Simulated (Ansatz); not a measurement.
C₄H₆, SMILES CC1C=C1: an atomisation energy, run with the Ansatz DFT code, driven from Python.

`c4h6_tae.py`:
```python
"""Atomisation energy of C4H6 at the given geometry."""

from collections import Counter
import logging
import sys

import ansatz as az
from rdkit import Chem
from rdkit.Chem import AllChem

logging.basicConfig(stream=sys.stdout, format="[%(levelname)s] %(message)s")
log = logging.getLogger("c4h6")
log.setLevel(logging.INFO)

SETTINGS = {
    "basis_set": "aug-cc-pVDZ",
    "xc": "PBE0",
}


def energy(molecule, charge=0, unpaired=0):
    calc = (
        molecule.calculation()
        .basis(gaussian=SETTINGS["basis_set"])
        .functional(SETTINGS["xc"])
    )
    if charge:
        calc = calc.charge(charge)
    if unpaired:
        calc = calc.spin("collinear", total=unpaired)
    report = calc.run(threads=1, pin="off").report
    if report["published_state_doubts"]:
        print("  doubts:", report["published_state_doubts"])
    return report["free_energy_ev"]

# start geometry from RDKit
rd = Chem.AddHs(Chem.MolFromSmiles("CC1C=C1"))
AllChem.EmbedMolecule(rd, randomSeed=33)
AllChem.UFFOptimizeMolecule(rd)
system = az.Crystal.molecule()
for atom, xyz in zip(rd.GetAtoms(), rd.GetConformer().GetPositions()):
    system = system.atom(atom.GetSymbol(), xyz.round(5).tolist())

# Hund ground states
unpaired = {"C": 2, "H": 1}
counts = Counter(site.symbol for site in system.cartesian_sites)
atom_energy = {s: energy(az.Crystal.molecule().atom(s, (0, 0, 0)), 0, unpaired[s]) for s in counts}
whole = energy(system, 0, 0)
for s, e in atom_energy.items():
    log.info(f"{s:2s} x{counts[s]}  {e:14.5f} eV")
log.info(f"C4H6: {whole:.5f} eV")
split = sum(counts[s] * e for s, e in atom_energy.items()) - whole
log.info(f"atomisation energy (no zero-point term): {96.485332 * split:.1f} kJ/mol, {split / sum(counts.values()):.3f} eV an atom")
```

What does it cost to take this molecule apart into atoms?

3952.0 kJ/mol from the electronic energies, without the zero-point term.

The run itself:

Output of `python c4h6_tae.py`:
```text
[INFO] C  x4     -1028.61138 eV
[INFO] H  x6       -13.62341 eV
[INFO] C4H6: -4237.14528 eV
[INFO] atomisation energy (no zero-point term): 3952.0 kJ/mol, 4.096 eV an atom
```

Notes:
- Total energies depend on the basis set; only differences at equal settings carry meaning.
- The geometry is a force-field or estimated start, not a minimum of this method, and the basis set is short of its limit. All parts are taken at fixed geometry, without zero-point energy.
- Hardware and time: 4.1 s on 1 thread of Intel(R) Xeon(R) Platinum 8375C CPU @ 2.90GHz (Ice Lake) (shared host), peak memory 0.36 GiB.
